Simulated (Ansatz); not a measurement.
# Co3NiGe4: the cost of one run

Program: Ansatz 0.2.0. Level of theory: DFT PBE, scalar-relativistic, plane waves, PAW, unless a step names another level. These are calculated values, not measurements.

1 further run of the same task is left out (it didn't finish). Runs told in other sessions of the task aren't counted.

## 1. The starting structure

It takes space group R3 (No. 146, trigonal). Conventional cell: a = 6.577 Å, b = 6.577 Å, c = 8.078 Å, α = 90.00°, β = 90.00°, γ = 120.00°. Co (site symmetry 1) has 7 Ge at 2.38 to 2.62 Å in its first shell of neighbours. Ni (site symmetry 3) is surrounded by 7 Ge at 2.42 to 2.62 Å. Around Ge (site symmetry 3) lie 6 Co at 2.42 to 2.61 Å and 1 Ni at 2.42 Å. Around Ge (site symmetry 1) lie 5 Co at 2.38 to 2.62 Å and 2 Ni at 2.42 to 2.62 Å.

Coordinates:

```xyz
8
Lattice="3.2885 1.8986 2.6927 -3.2885 1.8986 2.6927 0.0000 -3.7972 2.6927" Properties=species:S:1:pos:R:3 pbc="T T T"
Co    1.6249    1.8154    3.6655
Co   -2.3846    0.4995    3.6655
Co    0.7598   -2.3149    3.6655
Ni    0.0000    0.0000    5.1479
Ge    0.0000    0.0000    2.7234
Ge   -1.6412   -1.6425    4.4815
Ge    2.2431   -0.6001    4.4815
Ge   -0.6019    2.2426    4.4815
```

The cell was relaxed beforehand at this level, from a generated guess; it needn't be the stable form of this composition. At a tolerance of 0.05 Å it has space group R3 (No. 146); it has 12.61 Å³/atom, an uncorrected energy of -0.19 eV/atom over the elements.

## 2. Electronic structure at the relaxed geometry

input.yaml

```yaml
crystal:
  lattice:
    - [3.2884844902, 1.8986074057, 2.6927073]
    - [-3.2884844902, 1.8986074057, 2.6927073]
    - [0.0, -3.7972148113, 2.6927073]
  atoms:
    - { symbol: Co, position: [0.86018, 0.366071, 0.135031] }
    - { symbol: Co, position: [0.135031, 0.86018, 0.366071] }
    - { symbol: Co, position: [0.366071, 0.135031, 0.86018] }
    - { symbol: Ni, position: [0.637263, 0.637263, 0.637263] }
    - { symbol: Ge, position: [0.337138, 0.337138, 0.337138] }
    - { symbol: Ge, position: [0.16104, 0.66013, 0.843149] }
    - { symbol: Ge, position: [0.843149, 0.16104, 0.66013] }
    - { symbol: Ge, position: [0.66013, 0.843149, 0.16104] }
basis:
  ecutwfc: 420
kpoints:
  mp_grid: { grid: [12, 12, 12] }
  band_path:
    path:
      - [[0.0, 0.0, 0.0], [0.5, 0.5, 0.5], [0.50189649, 0.49810351, 0.5]]
      - [[0.5, -0.49810351, 0.49810351], [0.5, 0.0, 0.0], [0.0, 0.0, 0.0], [0.49905176, -0.49905176, 0.0]]
      - [[0.50094824, 0.0, 0.49905176], [0.5, 0.0, 0.5], [0.0, 0.0, 0.0]]
    npoints: 14
hamiltonian:
  xc: pbe
scf:
  occupations: { method: gaussian, width: 0.1 }
  n_extra_bands: 20
output:
  forces: true
  stress: true
  eigenvalues: true
  populations: true
  dos: { projected: true, de: 0.02, nscf_kmesh: { grid: [15, 15, 15] } }
  bader: true
  write_density: true
  write_potential: true
  elf: true
  volumetric_format: npy
```

On the command line:

```bash
$ ansatz run input.yaml --threads 4 --pin off --max-ram 8192MiB --backend cpu --events-out ev --progress --plain --runs-dir out
```

What time and memory should one allow on 4 threads of AMD EPYC 7R43 (Zen 3), shared host?

About 5 min, with a peak of 3 GiB.
